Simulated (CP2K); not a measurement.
# AlSn: single point with PBE

The system is AlSn.

```xyz
2
Lattice="4.1981 0.0000 0.0000 -2.0991 3.6357 0.0000 0.0000 0.0000 3.4391" Properties=species:S:1:pos:R:3 pbc="T T T"
Sn    0.0000    2.4238    1.7196
Al    0.0000    0.0000    0.0000
```

The cell comes from a database or a generator and needn't be the stable form of this composition.

The cell isn't the ideal one: strain_c = 0.04.

```
Program             : CP2K 2026.2
Task                : single point
Functional          : PBE
Potentials or basis : POTENTIAL_UZH Sn GTH-PBE-q4, Al GTH-PBE-q3; TZVP-MOLOPT-PBE-GTH basis
Density cutoff      : 6123 eV
k mesh              : 7 × 7 × 8
Occupations         : fermi-dirac, width 0.05 eV
Spin                : no spin polarisation
```

| Quantity | Value |
| --- | --- |
| Pressure | -1.3 GPa |
| Band gap on the k mesh | none (metal or under the smearing width) |
| Mulliken charges | Sn -0.04; Al +0.04 e |

Stress tensor (GPa, compression positive):
```
-0.01  0.00  0.00
 0.00 -0.01  0.00
 0.00  0.00 -3.85
```

Levels at points of the mesh, in eV from the Fermi level:
| k point | band 1 | band 2 | band 3 | band 4 | band 5 | band 6 |
| --- | --- | --- | --- | --- | --- | --- |
| (0.00, 0.00, 0.00) | -10.16 | 0.13 | 0.13 | 0.84 | 1.99 | 3.51 |
| (0.00, 0.00, 0.50) | -7.46 | -6.18 | 2.76 | 2.76 | 3.67 | 3.67 |

It took 16 s on 1 thread of Arm Neoverse V2, with other jobs on the host, peak memory 0.25 GiB.

Caveat: Mulliken charges move with the basis; the basis of atomic orbitals isn't converged, which shifts pressures, moduli and gaps.
